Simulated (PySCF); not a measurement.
# C4H9Cl3SeSi (SiCl3(SeBu)): the cost of one run

Computed with PySCF 2.14.0 and routines of our own; the level stands in each step. Atoms count from 0.

## Step 1: The starting structure

18 atoms, charge 0, multiplicity 1; geometry from: GFN2-xTB.

## Step 2: Optimising the geometry at PBE0-D3(BJ)/def2-SVP

What the job is given:

```
{"job": {"xc": "PBE0", "basis": "def2-SVP", "d3": "d3bj", "grid": 1, "maxiter": 30, "shake": 0.01, "kind": "geom"}, "charge": 0, "multiplicity": 1}
C     -2.232440    -1.085310    -0.571640
C     -1.481580     0.048240     0.112340
C     -0.411310     0.625940    -0.798730
C      0.520550     1.652350    -0.096630
Se     1.490050     0.935100     1.457910
Si     2.731680    -0.664100     0.447520
Cl     1.703170    -2.373180     0.082750
Cl     4.277390    -1.109520     1.688500
Cl     3.454210    -0.004410    -1.309260
H     -1.590810    -1.882700    -0.827140
H     -3.038920    -1.447600     0.088400
H     -2.715080    -0.691860    -1.480120
H     -1.038510    -0.333230     1.010910
H     -2.174610     0.853820     0.421630
H      0.220300    -0.195260    -1.180650
H     -0.858080     1.138540    -1.638220
H      1.233750     2.072480    -0.777330
H     -0.117270     2.472640     0.324970
```

Launch:

```sh
OMP_NUM_THREADS=1 python heavy_run.py task.json out
```

This one command runs all jobs of the session in turn.

**Question.** How long does this first job take on 1 thread of Arm Neoverse V1, shared host, and how much memory does it need?

About 4 min, with a peak of 1.3 GiB.
